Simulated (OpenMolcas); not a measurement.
# SnH4O (SMILES [OH][SnH3]): RI-MP2/def2-TZVPP (Cholesky decomposition, core potential, electric field 0.005 a.u., field axis z)

Aim: the energy change on altering one bond length of SnH4O at RI-MP2/def2-TZVPP (Cholesky decomposition, core potential, electric field 0.005 a.u., field axis z), from 2 runs. 

The calculation is run with OpenMolcas 26.06.

8 further runs of the same task are left out: 1 that didn't finish, 7 set aside as unsound or not needed.

## 1. The system as given

SnH4O has 6 atoms, charge 0, and is taken as a singlet. As SMILES, `[OH][SnH3]`. The shape comes from GFN2-xTB, which is rough for such elements, and wasn't checked as a minimum.

Bond lengths: O1–Sn2 1.938 Å, O1–H3 0.954 Å, Sn2–H4 1.666 Å, Sn2–H5 1.667 Å, Sn2–H6 1.643 Å. Angles: O1–Sn2–H4 108.6°, O1–Sn2–H5 108.4°, O1–Sn2–H6 100.8°, Sn2–O1–H3 118.2°, H4–Sn2–H5 110.9°, H4–Sn2–H6 113.6°, H5–Sn2–H6 113.8°.

## 2. The energy at RI-MP2/def2-TZVPP (Cholesky decomposition, core potential, electric field 0.005 a.u., field axis z)

Contents of mol.xyz:

```xyz
6

O      0.879210    -0.707420     0.911480
Sn    -0.301550     0.367900    -0.186660
H      1.159040    -1.555600     0.575230
H     -1.700920    -0.493620    -0.463670
H      0.480140     0.711550    -1.618760
H     -0.515920     1.677200     0.782380
```

Contents of test.inp:

```
>>> EXPORT MOLCAS_PRINT=2

&GATEWAY
 COORD=mol.xyz
 BASIS=def2-TZVPP
 GROUP=NoSym

&SEWARD
 LOW

&FFPT
 DIPOLE
 Z -0.005

&SCF
 PRORBITALS=1 2

&MBPT2
 FROZEN=5
```

Launch:

```console
$ export MOLCAS_MEM=1860
$ pymolcas test.inp > test.log
```

Output:

```text
--- Start Module: gateway ---
[...]
--- Stop Module: gateway /rc=_RC_ALL_IS_WELL_ ---
[...]
      Basis functions          137
[...]
--- Start Module: scf ---
[...]
       Convergence after  11 Iterations
[...]
::    Total SCF energy                               -290.5622498611
[...]
      Total spin, S                                     0.0000000000
[...]
      Total electronic charge=   34.000000
      Total            charge=   -0.000000
[...]
      Dipole Moment (debye):
      Origin of the operator (angstrom)=   -0.1621    0.2368   -0.0610
                   X= -8.0583E-01               Y= -1.7972E-01               Z= -1.1838E+00           Total=  1.4433E+00
      Quadrupole Moment (debye*angstrom):
[...]
--- Stop Module: scf /rc=_RC_ALL_IS_WELL_ ---
[...]
--- Start Module: mbpt2 ---
[...]
WARNING!
Default frozen orbitals as non valence orbitals is overwritten by user input.
Default values:   1
[...]
       Reference weight ( Cref**2 )         =        0.86871
::    Total MBPT2 energy                             -291.1494134361
[...]
--- Stop Module: mbpt2 /rc=_RC_ALL_IS_WELL_ ---
[...]
```

Wall time 10 s (1 thread of Arm Neoverse V2, shared host); peak memory 0.09 GiB.

## 3. The distorted shape

Contents of mol.xyz:

```xyz
6

O      1.093582    -2.016732    -0.057569
Sn    -0.087178    -0.941412    -1.155709
H      1.373412    -2.864912    -0.393819
H     -1.486548    -1.802932    -1.432719
H      0.694512    -0.597762    -2.587809
H     -0.515920     1.677200     0.782380
```

Contents of test.inp:

```
* H4OSn RI-MP2

&GATEWAY
 Coord = mol.xyz
 Basis = def2-TZVPP
 Group = NoSym

&SEWARD
 Low

&FFPT
 Dipole
 Z -0.005

&SCF
 PrOrbitals = 1 2

&MBPT2
 Frozen = 5
```

Launch:

```console
$ export MOLCAS_MEM=1860
$ pymolcas test.inp > test.log
```

Output:

```text
--- Start Module: gateway ---
[...]
--- Stop Module: gateway /rc=_RC_ALL_IS_WELL_ ---
[...]
      Basis functions          137
[...]
--- Start Module: scf ---
[...]
       Convergence after  13 Iterations
[...]
::    Total SCF energy                               -290.4038222767
[...]
      Total spin, S                                     0.0000000000
[...]
      Total electronic charge=   34.000000
      Total            charge=   -0.000000
[...]
      Dipole Moment (debye):
      Origin of the operator (angstrom)=    0.0508   -1.0631   -1.0230
                   X= -3.0868E-01               Y= -2.6954E+00               Z= -2.8062E+00           Total=  3.9032E+00
      Quadrupole Moment (debye*angstrom):
[...]
--- Stop Module: scf /rc=_RC_ALL_IS_WELL_ ---
[...]
--- Start Module: mbpt2 ---
[...]
WARNING!
Default frozen orbitals as non valence orbitals is overwritten by user input.
Default values:   1
[...]
       Reference weight ( Cref**2 )         =        0.83679
::    Total MBPT2 energy                             -291.0013172468
[...]
--- Stop Module: mbpt2 /rc=_RC_ALL_IS_WELL_ ---
[...]
```

It took 9.9 s on 1 thread of Arm Neoverse V2, shared host; peak memory 0.09 GiB.

## 4. Results

Level: RI-MP2/def2-TZVPP (Cholesky decomposition, core potential, electric field 0.005 a.u., field axis z), 5 core orbitals frozen.

```
                                                          quantity          value
                                         first shape: total energy  -291.14941 Eh
                   first shape: dipole moment (mean-field density)         1.44 D
                first shape: HOMO–LUMO gap (Hartree–Fock orbitals)       13.82 eV
          first shape: correlation energy (5 core orbitals frozen)     -587.2 mEh
                                     distorted shape: total energy  -291.00132 Eh
               distorted shape: dipole moment (mean-field density)         3.90 D
            distorted shape: HOMO–LUMO gap (Hartree–Fock orbitals)        7.31 eV
      distorted shape: correlation energy (5 core orbitals frozen)     -597.5 mEh
energy change with the Sn2–H6 bond stretched from 1.643 to 3.286 Å       4.030 eV
```

One bond (distorted shape) is far stretched, which a spin-restricted single reference describes badly; perturbation theory on it can break down and give far too much correlation. With the Sn2–H6 bond stretched from 1.643 to 3.286 Å the energy rises by 4.03 eV (93 kcal/mol). The first shape isn't relaxed at this level, so the change isn't measured from a minimum. A restricted reference can't describe the breaking bond well at this length. Mulliken charges (distorted shape) of the mean-field density run from -0.65 on O1 to +0.94 on Sn2.
